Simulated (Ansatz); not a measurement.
The system is Cu3O2.

```xyz
5
Lattice="-2.0230 2.0230 3.6736 2.0230 -2.0230 3.6736 2.0230 2.0230 -3.6736" Properties=species:S:1:pos:R:3 pbc="T T T"
Cu    0.0000    0.0000    0.0000
Cu    0.0000    2.0230    1.8368
Cu    2.0230    0.0000    1.8368
O     0.0000    2.0230    0.0000
O     2.0230    0.0000    0.0000
```

The cell comes from a database or a generator and needn't be the stable form of this composition.

| Quantity | Value |
| --- | --- |
| Program | Ansatz 0.2.0 |
| Task | relaxation of cell and atoms |
| Functional | LDA |
| Potentials or basis | Ansatz PAW |
| Cutoff | 420 eV (not typed: the program's choice for these potentials) |
| k mesh | 9 × 9 × 9 |
| Occupations | fermi-dirac, width 0.05 eV |
| Spin | no spin polarisation |

At the start: volume 12.03 Å³/atom.

Problem. Where does the relaxation end?

Solution. It ends after 8 steps and the volume is 10.98 Å³/atom (-8.7 %); space group I4/mmm (No. 139, to 0.05 Å).

Step by step:
```csv
step,energy change (eV),largest force (eV/Å),volume (Å³)
1,0.0000,0.0000,60.14
2,-0.1515,0.0000,57.57
3,-0.2135,0.0000,54.62
4,-0.2131,0.0000,55.07
5,-0.2131,0.0000,55.07
6,-0.1986,0.0000,55.07
7,-0.1996,0.0000,54.90
8,-0.1989,0.0000,54.90
```

Final structure:
```
Cu O
1.0
    -1.95506    1.95506    3.59084
     1.95506   -1.95506    3.59084
     1.95506    1.95506   -3.59084
Cu O
3 2
Cartesian
  0.0000 0.0000 0.0000
  0.0000 1.9551 1.7954
  1.9551 0.0000 1.7954
  0.0000 1.9551 0.0000
  1.9551 0.0000 0.0000
```

Caveat: the plane-wave basis is chosen anew once the cell has moved, so the energies of steps on either side of that aren't comparable; the pressure holds a Pulay correction of +0.7 GPa for the finite cutoff; an odd number of electrons without spin polarisation forces a metal; a magnetic or distorted state may lie lower; the run has no spin polarisation, though such a crystal can be magnetic; the PAW data sets come from PBE, with cores solved anew for the run's functional, which leaves a small shift of forces and pressure.
